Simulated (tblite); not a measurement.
# C4H9GeNS: the cost of one run

Programs: tblite 0.8.0 and PySCF 2.14.0, with density-fitted response routines of our own. Each step states its level of theory. These are calculated values for one molecule in the gas phase, unless marked as measured. Atoms are numbered from 0 throughout.

**1. The molecule as given**

16 atoms, charge 0, multiplicity 1; geometry from: force field or distance geometry start.

Bonds of the start (Å): N0–Ge1 1.85, Ge1–C2 1.98, C2–C3 1.54, C3–C4 1.48, C4–C5 1.33, C5–S6 1.82, S6–Ge1 2.25, N0–H7 1.04, N0–H8 1.06, Ge1–H9 1.52, C2–H10 1.10, C2–H11 1.09, C3–H12 1.11, C3–H13 1.12, C4–H14 1.09, C5–H15 1.08.

**2. Relaxing the molecule with GFN2-xTB**

The job: settings as JSON, then the geometry in Å.

```
{"job": {"kind": "relax", "xc": "GFN2-xTB", "basis": "xTB"}, "charge": 0, "multiplicity": 1}
N      2.671400     0.665100     0.069000
Ge     1.200700     0.070500    -0.890200
C      0.171300    -1.292100     0.110300
C     -1.281300    -0.858900    -0.160600
C     -1.713300     0.326600     0.603800
C     -1.359500     1.579300     0.326900
S     -0.236900     1.783900    -1.089800
H      3.086300    -0.090600     0.650600
H      2.407200     1.423300     0.767300
H      1.628300    -0.461200    -2.247900
H      0.322200    -2.260900    -0.380700
H      0.436900    -1.238000     1.162900
H     -1.970900    -1.724400    -0.048600
H     -1.297100    -0.563100    -1.236800
H     -2.390200     0.209200     1.454100
H     -1.682600     2.440200     0.898300
```

On the command line:

```bash
> OMP_NUM_THREADS=1 python probes_run.py task.json out
```

The driver reads the jobs from task.json and runs them one after another.

**Question.** How long does this first job take on 1 thread of Arm Neoverse N1, shared host, and how much memory does it need?

About 1.6 s, with a peak of 0.18 GiB.
